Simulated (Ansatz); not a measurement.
# Ga2N: what a guessed cell relaxes into

Aim: relax a trial structure of Ga2N and see where it ends.

Method: DFT PBE, scalar-relativistic, plane waves, PAW, in Ansatz 0.2.0.

## 1. Starting point

It takes space group F-43m (No. 216, cubic). The conventional cell has a = 5.773 Å, b = 5.773 Å, c = 5.773 Å, α = 90.00°, β = 90.00°, γ = 90.00°. Around Ga (site symmetry -43m) lie 4 Ga at 2.50 Å. Ga (site symmetry -43m) has 4 Ga at 2.50 Å and 4 N at 2.50 Å as nearest neighbours. Around N (site symmetry -43m) lie 4 Ga at 2.50 Å.

Coordinates:

```cif
data_structure
_symmetry_space_group_name_H-M 'P 1'
_symmetry_Int_Tables_number 1
_cell_length_a 4.0818
_cell_length_b 4.0818
_cell_length_c 4.0818
_cell_angle_alpha 60.000
_cell_angle_beta 60.000
_cell_angle_gamma 60.000
_cell_volume 48.09
loop_
_atom_site_label
_atom_site_type_symbol
_atom_site_fract_x
_atom_site_fract_y
_atom_site_fract_z
_atom_site_occupancy
Ga1 Ga 0.50000 0.50000 0.50000 1
Ga2 Ga 0.75000 0.75000 0.75000 1
N1 N 0.00000 0.00000 0.00000 1
```

The cell is invented: random cell by space group and Wyckoff sites (F-43m, No. 216). Its size is a rough estimate.

## 2. A first look at the guess

input.yaml reads:

```yaml
crystal:
  lattice:
    - [0.0, 2.88626655, 2.88626655]
    - [2.88626655, 0.0, 2.88626655]
    - [2.88626655, 2.88626655, 0.0]
  atoms:
    - { symbol: Ga, position: [0.5, 0.5, 0.5] }
    - { symbol: Ga, position: [0.75, 0.75, 0.75] }
    - { symbol: "N", position: [0.0, 0.0, 0.0] }
basis:
  ecutwfc: 420
kpoints:
  mp_grid: { grid: [6, 6, 6] }
hamiltonian:
  xc: pbe
scf:
  occupations: { method: gaussian, width: 0.1 }
  lower_state_search: "off"
output:
  forces: true
  stress: true
  eigenvalues: true
```

Command:

```console
> ansatz run input.yaml --threads 1 --pin off --max-ram 2560MiB --backend cpu --events-out ev --progress --plain --runs-dir out
```

Standard output, shortened:

```text
Warning: RAYON_NUM_THREADS=1 ignored (pool sized by the plan → 1); use --threads N
[...]
Pseudopotentials: kind: paw
Pseudopotential: Ga, paw, valence charge 13, recommended cutoff 420 eV (normal), Ga.paw.azcp
Pseudopotential: N, paw, valence charge 5, recommended cutoff 420 eV (normal), N.paw.azcp
Functional definition: PBE
[...]
Crystal: 3 atoms, lattice volume = 48.088 Å³
Basis set: ecut = 420 eV, 941 PW (Γ), exchange–correlation on 60×60×60 points (8 copies of the dense FFT grid, shifted against one another)
Bands: 20, of which v1, the nominal top of the filled ones, is band 16 counted from 1 (15 counted from 0)
Symmetry: 24 space group operations
Space group: F-43m (ITA 216), of the structure as read, at distance tolerance 3.6e-5 Å
k-points: 16 of 216 (time reversal used)
[...]
SCF iter   1: F=—  HF=-7946.867874 eV  |F-HF|=—  |Δ(HF+E_count)|=         —  Δρ=2.62e-3  dr2=3.83e-3  ethr=1.77e-3  ⟨swp⟩=5.0  Hψ=1333  notcnv=0
[...]
SCF iter   7: F=-7946.866899 eV  HF=-7946.866899 eV  |F-HF|=2.16e-8  |Δ(HF+E_count)|=   1.42e-7  Δρ=5.58e-6  dr2=9.95e-9  ethr=3.23e-10  ⟨swp⟩=5.2  Hψ=1243  notcnv=0
[...]
SCF converged after 7 iterations
Free energy (F): -7946.866899 eV
[...]
E sigma→0 (E₀):  -7946.860806 eV
Entropy (-TS):   -0.012187 eV (-4.062 meV/atom)
Fermi energy:    8.130290 eV
[...]
--- Forces (eV/Å), atoms counted from 1 ---
  atom   1  Ga     0.00000000    -0.00000000    -0.00000000
  atom   2  Ga    -0.00000000     0.00000000     0.00000000
  atom   3  N      0.00000000    -0.00000000     0.00000000
[...]
--- Stress (GPa, compression-positive) ---
       -0.685727      -0.000000      -0.000000
        0.000000      -0.685727       0.000000
       -0.000000       0.000000      -0.685727
  P = ⅓ Tr σ = -0.6857 GPa (-6.857 kbar)
--- Band table (eV; the first three rows and the last of 16) ---
  k-point 0: bands = ["-6.9269", "-6.9269", "-6.9269", "-6.8723", "-6.8723", "-6.5309", "-6.5309", "-6.5309", "-6.4560", "-6.4560", "-5.9166", "1.2160", "6.4375", "6.4375", "6.4375", "10.6774", "10.6774", "10.6774", "12.0846", "13.9894"]
[...]
```

It took 1.6 s on 1 thread of Arm Neoverse V1, shared host; peak memory 0.29 GiB.

The probe gives pressure -0.7 GPa, largest force 0.00 eV/Å, gap on this mesh none (metal). A cheap, loose relaxation comes first.

## 3. Spin check on a coarse mesh

input.yaml: that of step 2 with these lines changed.

```diff
@@ -8,3 +8,3 @@
     - { symbol: Ga, position: [0.75, 0.75, 0.75] }
-    - { symbol: "N", position: [0.0, 0.0, 0.0] }
+    - { symbol: "N", position: [0.0, 0.0, 0.0], spin: 1.0 }
 basis:
@@ -22 +22,4 @@
   eigenvalues: true
+  populations: true
+magnetization:
+  spin_polarized: true
```

Command:

```console
> ansatz run input.yaml --threads 1 --pin off --max-ram 2560MiB --backend cpu --events-out ev --progress --plain --runs-dir out
```

Standard output, shortened:

```text
[...]
SCF converged after 22 iterations
Magnetization: -0.0000 μB (15.5000 up, 15.5000 down)
Absolute magnetization: 0.0000 μB (∫|ρ↑−ρ↓|, with the PAW one-centre terms)
Spin contamination: 0.0000 ħ² per cell (⟨S²⟩ above its minimum at these occupations)
Per-site moments (μB) at R_I (Å): [(-1.2114057919821244e-6, 1.0310768136872235), (-1.3728704908466384e-6, 1.0310768136872235), (-1.2743972879764329e-5, 1.0310768136872235)]
Free energy (F): -7946.866899 eV
[...]
E sigma→0 (E₀):  -7946.860806 eV
Entropy (-TS):   -0.012187 eV (-4.062 meV/atom)
Fermi energy:    8.130297 eV
[...]
--- Forces (eV/Å), atoms counted from 1 ---
  atom   1  Ga     0.00000000    -0.00000000     0.00000000
  atom   2  Ga    -0.00000000     0.00000000    -0.00000000
  atom   3  N      0.00000000    -0.00000000     0.00000000
[...]
--- Stress (GPa, compression-positive) ---
       -0.685829       0.000000      -0.000000
       -0.000000      -0.685829       0.000000
       -0.000000       0.000000      -0.685829
  P = ⅓ Tr σ = -0.6858 GPa (-6.858 kbar)
--- Band table (eV; the first three rows and the last of 32) ---
  k-point 0 ↑: bands = ["-6.9268", "-6.9268", "-6.9268", "-6.8722", "-6.8722", "-6.5307", "-6.5307", "-6.5307", "-6.4558", "-6.4558", "-5.9166", "1.2161", "6.4375", "6.4375", "6.4375", "10.6774", "10.6774", "10.6774", "12.0846", "13.9894"]
[...]
--- Löwdin populations: 3 sites ---
  site symbol       q [e]    m [muB]
     0     Ga     12.7187    -0.0000
     1     Ga     12.7193    -0.0000
     2      N      5.4847    -0.0000
  spilling = 0.002492 (of n_electrons = 31.000000)
```

Wall time 7.7 s (1 thread of Arm Neoverse V1, shared host); peak memory 0.31 GiB.

Per atom:

```csv
atom,Löwdin electrons
Ga1,12.72
Ga2,12.72
N3,5.48
```

The same cell is solved with trial moments on N. The largest site moment that stays is 0.00 μB and the cell's total 0.00 μB. The workflow keeps spin only above 0.25 μB on a site, so the next run goes without spin.

## 4. Rough relaxation on the coarse mesh

input.yaml: that of step 3 with these lines changed.

```diff
@@ -8,3 +8,3 @@
     - { symbol: Ga, position: [0.75, 0.75, 0.75] }
-    - { symbol: "N", position: [0.0, 0.0, 0.0], spin: 1.0 }
+    - { symbol: "N", position: [0.0, 0.0, 0.0] }
 basis:
@@ -22,4 +22,6 @@
   eigenvalues: true
-  populations: true
-magnetization:
-  spin_polarized: true
+relax:
+  adjacent_minimum: "off"
+  f_tol: 0.04
+  max_steps: 70
+  cell: { stress_tol: 0.4 }
```

Command:

```console
> ansatz run input.yaml --threads 1 --pin off --max-ram 2560MiB --backend cpu --events-out ev --progress --plain --runs-dir out
```

Standard output, shortened:

```text
Warning: RAYON_NUM_THREADS=1 ignored (pool sized by the plan → 1); use --threads N
[...]
[... 4 set-up lines as earlier in the session ...]
[...]
Crystal: 3 atoms, lattice volume = 48.088 Å³
Basis set: ecut = 420 eV, 941 PW (Γ), exchange–correlation on 60×60×60 points (8 copies of the dense FFT grid, shifted against one another)
Bands: 20, of which v1, the nominal top of the filled ones, is band 16 counted from 1 (15 counted from 0)
[... 2 set-up lines as earlier in the session ...]
k-points: 16 of 216 (time reversal used)
[...]
       -0.000000      -0.133447       0.000000
       -0.000000       0.000000      -0.133447
  P = ⅓ Tr σ = -0.1334 GPa (-1.334 kbar)
--- Band table (eV; the first three rows and the last of 16) ---
  k-point 0: bands = ["-6.8425", "-6.8425", "-6.8425", "-6.7872", "-6.7872", "-6.4404", "-6.4404", "-6.4404", "-6.3634", "-6.3634", "-5.8678", "1.3142", "6.5143", "6.5143", "6.5143", "10.7837", "10.7837", "10.7837", "12.2541", "14.1043"]
[...]
--- Relaxed structure (2 steps of the walk, 2 accepted, 1 SCFs on fresh bases) ---
  F+E_penalty+E_count = -7946.86782022 eV   max|allowed force component| = 4.672e-16 eV/Å   (the final SCF, on the basis selected at the relaxed cell)
  cell:  # Å, volume = 47.7384 Å³
    - [4.076297626316472e-34, 2.8792501963448007, 2.8792501963448007]
    - [2.8792501963448007, -2.038148813158236e-33, 2.8792501963448007]
    - [2.8792501963448007, 2.8792501963448007, -1.7324264911845005e-33]
  atoms:
    - { symbol: Ga, position: [0.5, 0.5, 0.5] }
    - { symbol: Ga, position: [0.75, 0.75, 0.75] }
    - { symbol: N, position: [-2.0412089790995095e-33, 2.5083006138173994e-33, 2.5926366034192413e-33] }
```

Run time: 5.2 s. Hardware: 1 thread of Arm Neoverse V1, shared host; peak memory 0.31 GiB.

The steps of the relaxation:

```
step  energy from step 1 (eV/cell)  largest force component (eV/Å)  pressure (GPa)  volume (Å³)
   1                        0.0000                          0.0000           -0.69        48.09
   2                       -0.0014                          0.0000           -0.12        47.74
   3                       -0.0009                          0.0000           -0.13        47.74
```

Step 1 is the start. Step 3 repeats the geometry before it on a plane-wave basis chosen anew for that cell, so its energy need not be comparable with the rows above.

Lengths and angles in the start's conventional setting:

|  | before | after | change |
| --- | --- | --- | --- |
| a (Å) | 5.773 | 5.759 | -0.2 % |
| b (Å) | 5.773 | 5.759 | -0.2 % |
| c (Å) | 5.773 | 5.759 | -0.2 % |
| volume (Å³/atom) | 16.03 | 15.91 | -0.7 % |
| shortest distance (Å) | 2.500 | 2.494 | -0.2 % |
| space group (0.01 Å) | F-43m | F-43m | same |

The run keeps the 24 symmetry operations of the start, so it could not have lowered the symmetry.

## 5. Spin check on a coarse mesh

input.yaml reads:

```yaml
crystal:
  lattice:
    - [0.0, 2.8792501963, 2.8792501963]
    - [2.8792501963, 0.0, 2.8792501963]
    - [2.8792501963, 2.8792501963, 0.0]
  atoms:
    - { symbol: Ga, position: [0.5, 0.5, 0.5] }
    - { symbol: Ga, position: [0.25, 0.25, 0.25] }
    - { symbol: "N", position: [0.0, 0.0, 0.0], spin: 1.0 }
basis:
  ecutwfc: 420
kpoints:
  mp_grid: { grid: [6, 6, 6] }
hamiltonian:
  xc: pbe
scf:
  occupations: { method: gaussian, width: 0.1 }
  lower_state_search: "off"
output:
  forces: true
  stress: true
  eigenvalues: true
  populations: true
magnetization:
  spin_polarized: true
```

Command:

```console
> ansatz run input.yaml --threads 1 --pin off --max-ram 2560MiB --backend cpu --events-out ev --progress --plain --runs-dir out
```

Standard output, shortened:

```text
[...]
SCF converged after 22 iterations
Magnetization: -0.0000 μB (15.5000 up, 15.5000 down)
Absolute magnetization: 0.0000 μB (∫|ρ↑−ρ↓|, with the PAW one-centre terms)
Spin contamination: 0.0000 ħ² per cell (⟨S²⟩ above its minimum at these occupations)
Per-site moments (μB) at R_I (Å): [(-9.793402843124096e-7, 1.028570323211942), (-1.171509490279482e-6, 1.028570323211942), (-9.722309445015283e-6, 1.028570323211942)]
Free energy (F): -7946.867820 eV
[...]
E sigma→0 (E₀):  -7946.861779 eV
Entropy (-TS):   -0.012082 eV (-4.027 meV/atom)
Fermi energy:    8.234461 eV
[...]
--- Forces (eV/Å), atoms counted from 1 ---
  atom   1  Ga    -0.00000000     0.00000000     0.00000000
  atom   2  Ga     0.00000000    -0.00000000     0.00000000
  atom   3  N     -0.00000000     0.00000000     0.00000000
[...]
--- Stress (GPa, compression-positive) ---
       -0.133453      -0.000000      -0.000000
       -0.000000      -0.133453       0.000000
       -0.000000       0.000000      -0.133453
  P = ⅓ Tr σ = -0.1335 GPa (-1.335 kbar)
--- Band table (eV; the first three rows and the last of 32) ---
  k-point 0 ↑: bands = ["-6.8425", "-6.8425", "-6.8425", "-6.7872", "-6.7872", "-6.4403", "-6.4403", "-6.4403", "-6.3633", "-6.3633", "-5.8678", "1.3142", "6.5143", "6.5143", "6.5143", "10.7837", "10.7837", "10.7837", "12.2541", "14.1043"]
[...]
--- Löwdin populations: 3 sites ---
  site symbol       q [e]    m [muB]
     0     Ga     12.7185    -0.0000
     1     Ga     12.7178    -0.0000
     2      N      5.4861    -0.0000
  spilling = 0.002502 (of n_electrons = 31.000000)
```

Run time: 7.4 s. Hardware: 1 thread of Arm Neoverse V1, shared host; peak memory 0.31 GiB.

By site:

```csv
atom,Löwdin electrons
Ga1,12.72
Ga2,12.72
N3,5.49
```

The same cell is solved with trial moments on N. The largest site moment that stays is 0.00 μB and the cell's total 0.00 μB. The workflow keeps spin only above 0.25 μB on a site, so the next run goes without spin.

## 6. Final relaxation

The end of the coarse run is made exact in the group found at a tolerance of 0.06 Å and reduced to its primitive cell.

input.yaml reads:

```yaml
crystal:
  lattice:
    - [0.0, 2.8792501963, 2.8792501963]
    - [2.8792501963, 0.0, 2.8792501963]
    - [2.8792501963, 2.8792501963, 0.0]
  atoms:
    - { symbol: Ga, position: [0.5, 0.5, 0.5] }
    - { symbol: Ga, position: [0.25, 0.25, 0.25] }
    - { symbol: "N", position: [0.0, 0.0, 0.0] }
basis:
  ecutwfc: 420
kpoints:
  mp_grid: { grid: [14, 14, 14] }
hamiltonian:
  xc: pbe
scf:
  occupations: { method: gaussian, width: 0.1 }
output:
  forces: true
  stress: true
  eigenvalues: true
relax:
  adjacent_minimum: "off"
  f_tol: 0.01
  max_steps: 80
  cell: { stress_tol: 0.05 }
```

Command:

```console
> ansatz run input.yaml --threads 1 --pin off --max-ram 2560MiB --backend cpu --events-out ev --progress --plain --runs-dir out
```

Standard output, shortened:

```text
Warning: RAYON_NUM_THREADS=1 ignored (pool sized by the plan → 1); use --threads N
[...]
[... 4 set-up lines as earlier in the session ...]
[...]
Crystal: 3 atoms, lattice volume = 47.738 Å³
Basis set: ecut = 420 eV, 941 PW (Γ), exchange–correlation on 60×60×60 points (8 copies of the dense FFT grid, shifted against one another)
Bands: 20, of which v1, the nominal top of the filled ones, is band 16 counted from 1 (15 counted from 0)
[... 2 set-up lines as earlier in the session ...]
k-points: 104 of 2744 (time reversal used)
[...]
       -0.000000       0.021840       0.000000
       -0.000000       0.000000       0.021840
  P = ⅓ Tr σ = 0.0218 GPa (0.218 kbar)
--- Band table (eV; the first three rows and the last of 104) ---
  k-point 0: bands = ["-6.8460", "-6.8460", "-6.8460", "-6.7905", "-6.7905", "-6.4368", "-6.4368", "-6.4368", "-6.3605", "-6.3605", "-5.8752", "1.3033", "6.5018", "6.5018", "6.5018", "10.7706", "10.7706", "10.7706", "12.2306", "14.0921"]
[...]
--- Relaxed structure (2 steps of the walk, 2 accepted, 1 SCFs on fresh bases) ---
  F+E_penalty+E_count = -7946.87788416 eV   max|allowed force component| = 4.903e-16 eV/Å   (the final SCF, on the basis selected at the relaxed cell)
  cell:  # Å, volume = 47.7933 Å³
    - [1.9426105875414434e-34, 2.8803517732588433, 2.8803517732588433]
    - [2.8803517732588433, -1.6050421903621107e-33, 2.8803517732588433]
    - [2.8803517732588433, 2.8803517732588433, -1.6655497332527457e-33]
  atoms:
    - { symbol: Ga, position: [0.5, 0.5, 0.5] }
    - { symbol: Ga, position: [0.25, 0.25, 0.25] }
    - { symbol: N, position: [2.367162148579128e-33, -2.742489271038299e-33, -2.0735894488338358e-33] }
```

It took 28 s on 1 thread of Arm Neoverse V1, shared host; peak memory 0.4 GiB.

Step by step:

```csv
step,E - E(step 1) (eV/cell),largest force component (eV/Å),pressure (GPa),volume (Å³)
1,0.0000,0.0000,0.11,47.74
2,0.0001,0.0000,0.02,47.79
3,0.0000,0.0000,0.02,47.79
```

Step 1 is the start. Step 3 repeats the geometry before it on a plane-wave basis chosen anew for that cell, so its energy need not be comparable with the rows above.

Lengths and angles in the start's conventional setting:

|  | before | after | change |
| --- | --- | --- | --- |
| a (Å) | 5.759 | 5.761 | 0.0 % |
| b (Å) | 5.759 | 5.761 | 0.0 % |
| c (Å) | 5.759 | 5.761 | 0.0 % |
| volume (Å³/atom) | 15.91 | 15.93 | +0.1 % |
| shortest distance (Å) | 2.494 | 2.494 | 0.0 % |
| space group (0.01 Å) | F-43m | F-43m | same |

The run keeps the 24 symmetry operations of the start, so it could not have lowered the symmetry.

## 7. What came out

```
                                                              quantity                                                                      value
                                symmetry at the end (tolerance 0.05 Å)                                                space group F-43m (No. 216)
                                                     conventional cell  a = 5.761 Å, b = 5.761 Å, c = 5.761 Å, α = 90.00°, β = 90.00°, γ = 90.00°
                                                                volume                                                              15.93 Å³/atom
energy over the elements (uncorrected; H, N, O, F and Cl as molecules)                                                              +1.06 eV/atom
                                                       gap on the mesh                                                               none (metal)
```

**Reading.** The space group F-43m (No. 216) is kept, and the volume per atom shrinks by 0.6 % from the first guess. With a positive formation energy it can't be a ground state. No finished test with a distortion of lower symmetry is shown, so the end may be a saddle point. A spin-polarised run here lost its starting moments, which speaks against magnetism, though one start doesn't rule it out. Other magnetic orders were not searched.
